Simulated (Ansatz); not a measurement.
# ZrP2O2: the cost of one run

Computed with Ansatz 0.2.0 (DFT PBE+D3(BJ), scalar-relativistic, plane waves, PAW, unless a step's input says otherwise).

2 further runs of the same task are left out: 1 that didn't finish, 1 set aside as unsound or not needed.

### Step 1. The structure to begin with

It takes space group P3m1 (No. 156, trigonal). Conventional cell: a = 3.262 Å, b = 3.262 Å, c = 35.692 Å, α = 90.00°, β = 90.00°, γ = 120.00°. Zr (site symmetry 3m) has 6 O at 2.12 Å as nearest neighbours. Around P (site symmetry 3m) lie 3 P at 2.26 Å. Around O (site symmetry 3m) lie 3 Zr at 2.12 Å.

Structure file:

```
Zr P O
1.0
     3.26229    0.00000    0.00000
    -1.63115    2.82523    0.00000
     0.00000    0.00000   35.69178
Zr P O
1 2 2
Direct
  0.00000 0.00000 0.22204
  0.66667 0.33333 0.36755
  0.33333 0.66667 0.33275
  0.66667 0.33333 0.24906
  0.33333 0.66667 0.19486
```

It is the end of an earlier relaxation with the same method, from a generated guess; it is a trial structure. At a tolerance of 0.02 Å it has layer group p3m1 (No. 69); it has 1.84 Å²/atom, an uncorrected energy of -1.85 eV/atom over the elements.

Only a and b are periodic; c spans vacuum, so the box's volume, pressure and space group aren't properties of the sheet.

### Step 2. Static run: bands, density of states and charges

input.yaml

```yaml
crystal:
  lattice:
    - [3.262291383, -2.58e-07, 0.0]
    - [-1.6311454681, 2.8252273412, 0.0]
    - [0.0, 0.0, 35.691784]
  atoms:
    - { symbol: Zr, position: [0.0, 0.0, 0.2220373553] }
    - { symbol: P, position: [0.6666666667, 0.3333333333, 0.3675451222] }
    - { symbol: P, position: [0.3333333333, 0.6666666667, 0.3327519191] }
    - { symbol: O, position: [0.6666666667, 0.3333333333, 0.2490561966] }
    - { symbol: O, position: [0.3333333333, 0.6666666667, 0.1948620829] }
  periodic: [true, true, false]
basis:
  ecutwfc: 420
kpoints:
  mp_grid: { grid: [12, 12, 1] }
  band_path:
    path:
      - [0.0, 0.0, 0.0]
      - [0.5, 0.0, 0.0]
      - [0.33333333, 0.33333333, 0.0]
      - [0.0, 0.0, 0.0]
    npoints: 14
hamiltonian:
  xc: pbe
  dispersion: d3bj
scf:
  occupations: { method: gaussian, width: 0.02 }
  n_extra_bands: 12
output:
  forces: true
  stress: true
  eigenvalues: true
  populations: true
  dos: { projected: true, de: 0.02, nscf_kmesh: { grid: [18, 18, 1] } }
  bader: true
  write_density: true
  write_potential: true
  elf: true
  volumetric_format: npy
```

Launch:

```console
ansatz run input.yaml --threads 1 --pin off --max-ram 2560MiB --backend cpu --events-out ev --progress --plain --runs-dir out
```

**Question.** How long does this run take on 1 thread of Arm Neoverse V2, shared host, and how much memory does it need?

About 2 min, with a peak of 0.6 GiB.
